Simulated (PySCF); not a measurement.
# CH8Ge2O2Si: the cost of one run

Programs: PySCF 2.14.0, with density-fitted response routines of our own. Each step states its level of theory. These are calculated values for one molecule in the gas phase, unless marked as measured. Atoms count from 0, in the outputs and in this text.

### Step 1. Starting geometry

14 atoms, charge 0, multiplicity 1; geometry from: GFN2-xTB.

Bonds of the start (Å): Si0–O1 1.62, O1–Ge2 1.76, Ge2–O3 1.84, O3–C4 1.40, C4–Ge5 2.03, Ge5–Ge2 2.46, Si0–H6 1.46, Si0–H7 1.47, Si0–H8 1.46, Ge2–H9 1.54, C4–H10 1.10, C4–H11 1.10, Ge5–H12 1.53, Ge5–H13 1.53.

### Step 2. Ultraviolet spectrum: PBE0/def2-SVPD

Job settings and geometry (Å):

```
{"job": {"kind": "uv", "xc": "PBE0", "basis": "def2-SVPD", "nstates": 8, "ntriplets": 3}, "charge": 0, "multiplicity": 1}
Si    -2.460279     0.371099    -0.665748
O     -1.651411    -0.925541    -0.115258
Ge    -0.029975    -1.319895     0.443846
O      1.181146    -0.997927    -0.897513
C      1.992181     0.088986    -0.540457
Ge     1.321399     0.536953     1.320753
H     -3.851521    -0.016628    -0.456981
H     -2.093223     1.555377     0.130448
H     -2.117234     0.598889    -2.069966
H     -0.186556    -2.847109     0.539376
H      1.860778     0.914747    -1.247902
H      3.046860    -0.207079    -0.555608
H      0.703619     1.914275     1.595800
H      2.283538     0.333379     2.497042
```

Level: TDDFT PBE0/def2-SVPD, vertical, gas phase, core orbitals frozen in the response.

Run with:

```bash
> OMP_NUM_THREADS=1 python probes_run.py task.json out
```

The driver reads the jobs from task.json and runs them one after another.

**Question.** How long does this job take on 1 thread of Arm Neoverse N1, shared host, and how much memory does it need?

About 87 s, with a peak of 0.95 GiB.
